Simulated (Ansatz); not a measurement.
**The selenium atom (triplet): from Hartree-Fock to the top rungs, aug-cc-pVTZ**

Aim: climb from Hartree-Fock through coupled cluster and multireference methods for the selenium atom (triplet) at one geometry and basis, and see what each rung misses.

Program: Ansatz 0.2.0, Gaussian basis. Level of theory: aug-cc-pVTZ, core rule «outside noble gas», up to 14 orbitals frozen. These are calculated values, not measurements.

The runs, in order: UHF; CCSD(T) on ROHF; CCSD(T) on UHF; BCCD(T) on ROHF; CISD; CCSDT(Q) on ROHF; CCSDT(Q) on UHF; CASSCF and MRCISD+Q, 6 electrons in 4 orbitals; CASSCF and MRCISD+Q(relaxed), 6 electrons in 4 orbitals; CASSCF and NEVPT4(SD), 6 electrons in 4 orbitals; CASSCF and NEVPT2, 6 electrons in 4 orbitals.

## (1) The atom

A free atom, in its lowest state of this spin that the program finds. No spin-orbit coupling is included. The filled d shell of Se may be among the frozen orbitals whatever the setting's name suggests; the logs give the count.

1 atom, charge 0, spin multiplicity 3.

## (2) UHF

in.yaml

```yaml
crystal:
  periodic: [false, false, false]
  atoms:
    - {symbol: Se, position_ang: [0.000000, 0.000000, 0.000000]}
basis:
  gaussian: {orbitals: aug-cc-pVTZ}
magnetization: {spin_polarized: true, initial_magnetization: 2}
hamiltonian: {xc: hf}
output: {orbitals: {seedname: orbitals}}
```

The run is started by

```sh
> ansatz run in.yaml --threads 1 --pin off --events-out ev --progress --plain --max-ram 2393MiB
```

Further steps of the session: CCSD(T) on ROHF; CCSD(T) on UHF; BCCD(T) on ROHF; CISD; CCSDT(Q) on ROHF; CCSDT(Q) on UHF; CASSCF and MRCISD+Q, 6 electrons in 4 orbitals; CASSCF and MRCISD+Q(relaxed), 6 electrons in 4 orbitals; CASSCF and NEVPT4(SD), 6 electrons in 4 orbitals; CASSCF and NEVPT2, 6 electrons in 4 orbitals.

Q: Predict the results of all the runs planned. Wanted: UCCSDT(Q) below the RHF energy; RMP2 from UCCSDT(Q); UMP2 from UCCSDT(Q); RCCSD from UCCSDT(Q); RCCSD(T) from UCCSDT(Q); UCCSD(T) from UCCSDT(Q); RCCSDT(Q) from UCCSDT(Q); NEVPT2 valence from UCCSDT(Q); NEVPT4(SD) valence from UCCSDT(Q).

The runs gave:

```
                         quantity                                                                                                value
   UCCSDT(Q) below the RHF energy                                                                                           -3.5467 eV
              RMP2 from UCCSDT(Q)                                                                                           +625.3 meV
              UMP2 from UCCSDT(Q)                                                                                           +646.4 meV
             RCCSD from UCCSDT(Q)                                                                                           +140.8 meV
          RCCSD(T) from UCCSDT(Q)                                                                                            +29.2 meV
          UCCSD(T) from UCCSDT(Q)                                                                                            +20.8 meV
         RCCSDT(Q) from UCCSDT(Q)                                                                                             +8.7 meV
    NEVPT2 valence from UCCSDT(Q)                                                                                           +840.7 meV
NEVPT4(SD) valence from UCCSDT(Q)                                                                                           +105.9 meV
  MRCISD+Q valence from UCCSDT(Q)                                                                                            +32.3 meV
levels within 1 kcal/mol (43 meV)  RCCSD(T), UCCSD(T), BCCD(T), RCCSDT, UCCSDT, RCCSDT(Q), MRCISD+Q valence, MRCISD+Q(relaxed) valence
                    T1 diagnostic                                                                                                0.015
   effectively unpaired electrons                                                                                                 2.00
```

**Reading.** RCCSD(T) misses by +29.2 meV, 0.8 % of the correlation energy. One determinant dominates. Of the multireference levels listed MRCISD+Q valence comes nearest in total energy (+32.3 meV), which doesn't show that its space is the better one. These misses are within one basis, not against nature; the frozen cores of restricted and unrestricted runs differ, which can shift their rows.
